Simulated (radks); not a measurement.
**Rh in [Kr] 4d8 5s0.75 5p0.25: an all-electron calculation**

Wanted: eigenvalues, radial structure and energy terms of neutral rhodium.

Program: radks (a radial shooting solver on a logarithmic mesh, Libxc functionals) version 1. Level of theory: scalar-relativistic Kohn-Sham, revPBE, spin-unpolarised, spherical densities, finite nucleus. These are calculated values, not measurements, unless marked.

## 1. What is computed

- element: rhodium (Z = 45)
- charge: 0
- electrons: 45
- configuration: [Kr] 4d8 5s0.75 5p0.25
- nuclear rms radius: 4.4945 fm

## 2. Self-consistent calculation

The run's settings:

```text
Z 45
configuration [Kr] 4d8 5s0.75 5p0.25 6s0 4f0
relativity scalar-relativistic
functional pbe_r,pbe
spin unpolarised
nucleus finite rms 4.4945 fm
c 137.035999084
```

The run is started by

```sh
$ python run_ks.py task.json out
```

All runs below come from this command, one after another.

Q: Predict the outcome of this run.

As calculated:

```
                        quantity                value
                    total energy  -4784.21381 hartree
exchange-correlation share of it               2.90 %
                            −T/E               1.0356
          highest occupied level        5p, -1.062 eV
    most extended occupied level  5p, <r> = 5.51 bohr
 radius at density 0.001 e/bohr³            4.41 bohr
    maxima of the radial density                    4
```

**Reading.** 5 principal shells are occupied and 4 maxima appear in the radial density; where shells overlap, one shows as a shoulder or not at all. −T/E is 1.036: with relativity the kinetic term as defined here no longer equals −E. This is not the tabulated ground configuration, so its levels and sizes aren't those of the ground state, and no measured value stands beside it.
